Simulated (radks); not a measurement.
# Mn⁺ in [Ne] 3s2 3p5.5 3d5 4s1.5: an all-electron calculation

The task here is to estimate one member of a computed series from the others.

Program: radks (a radial shooting solver on a logarithmic mesh, Libxc functionals) version 1. Level of theory: scalar-relativistic Kohn-Sham, r2SCAN, spin-polarised, spherical densities, finite nucleus; open shells are filled with parallel spins first. These are calculated values, not measurements, unless marked.

## Starting point

```
element            : manganese (Z = 25)
charge             : +1
electrons          : 24
configuration      : [Ne] 3s2 3p5.5 3d5 4s1.5
nuclear rms radius : 3.7057 fm
```

Set-up of the first run:

Input:

```text
Z 25
configuration [Ne] 3s2 3p5.5 3d5 4s1.5 4p0 5s0 4d0 4f0
relativity scalar-relativistic
functional r2scan,r2scan
spin polarised
nucleus finite rms 3.7057 fm
c 137.035999084
```

Command:

```
$ python run_ks.py task.json out
```

The same process makes all the runs of this session.

One of the session's tables, all rows but one given; the rest of the session is left out.

It belongs to the step «Radial structure». From the orbitals of this run (lengths in bohr):

| level | <r> | outermost maximum (interpolated) | 90 % within | nodes |
| --- | --- | --- | --- | --- |
| 1s up | 0.06091 | 0.0399 | 0.109 | 0 |
| 1s down | 0.06091 | 0.0399 | 0.109 | 0 |
| 2s up | 0.2791 | 0.232 | 0.433 | 1 |
| 2s down | ? | ? | ? | ? |
| 2p up | 0.2472 | 0.188 | 0.405 | 0 |
| 2p down | 0.2464 | 0.188 | 0.403 | 0 |
| 3s up | 0.8460 | 0.734 | 1.26 | 2 |
| 3s down | 0.8525 | 0.736 | 1.28 | 2 |
| 3p up | 0.8948 | 0.750 | 1.37 | 1 |
| 3p down | 0.9054 | 0.754 | 1.39 | 1 |
| 3d up | 1.099 | 0.751 | 1.87 | 0 |
| 4s up | 2.646 | 2.28 | 3.91 | 3 |
| 3d down | 1.225 | 0.769 | 2.17 | 0 |
| 4s down | 2.956 | 2.50 | 4.39 | 3 |
| 4p up | 3.126 | 2.70 | 4.62 | 2 |
| 4p down | 3.569 | 3.03 | 5.30 | 2 |

Q: Estimate the row for 2s down from the others.

As computed: <r>: 0.2783; outermost maximum (interpolated): 0.232; 90 % within: 0.431; nodes: 1. In the column «<r>» it lies between 2p up (0.2472) and 2s up (0.2791).
